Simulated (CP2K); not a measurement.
HPbNO4:

```xyz
7
Lattice="4.2041 0.0000 0.0000 2.0217 3.8395 0.0000 2.0469 1.2790 6.2813" Properties=species:S:1:pos:R:3 pbc="T T T"
H     6.4119    3.4218    3.9444
Pb    4.2925    4.6959    5.5497
N     2.2802    1.4940    1.8951
O     6.4140    3.5006    4.9249
O     2.3104    1.0037    0.7095
O     2.3185    0.7238    2.8804
O     2.2113    2.7408    2.0273
```

The cell was built by a generator and needn't be a form met in nature.

Base run:

- Program: CP2K 2026.2
- Functional: PBEsol
- Potentials or basis: POTENTIAL_UZH H GTH-PBE-q1, Pb GTH-PBE-q4, N GTH-PBE-q5, O GTH-PBE-q6; TZVP-MOLOPT-PBE-GTH basis
- Density cutoff: 13606 eV
- k mesh: 7 × 7 × 5
- Occupations: fermi-dirac, width 0.05 eV
- Spin: no spin polarisation

Its results: band gap on the k mesh 2.70 eV, indirect (least direct gap 2.73 eV); pressure -0.1 GPa; largest force 0.513 eV/Å.

**Question.** The run is repeated on the same cell with these changes: functional from PBEsol to LDA. What comes out?

**Answer.** Band gap on the k mesh 2.64 eV, indirect (least direct gap 2.67 eV); pressure -1.2 GPa; largest force 0.806 eV/Å.

LDA binds more tightly than PBEsol, so the same cell stands under less pressure.

Caveats: the potentials were made for another functional, which shifts forces and pressure; spin-orbit coupling is left out, which as a rule narrows the gap of such compounds by several tenths of an eV; the basis of atomic orbitals isn't converged, which shifts pressures, moduli and gaps.

A k mesh can miss the band edges.
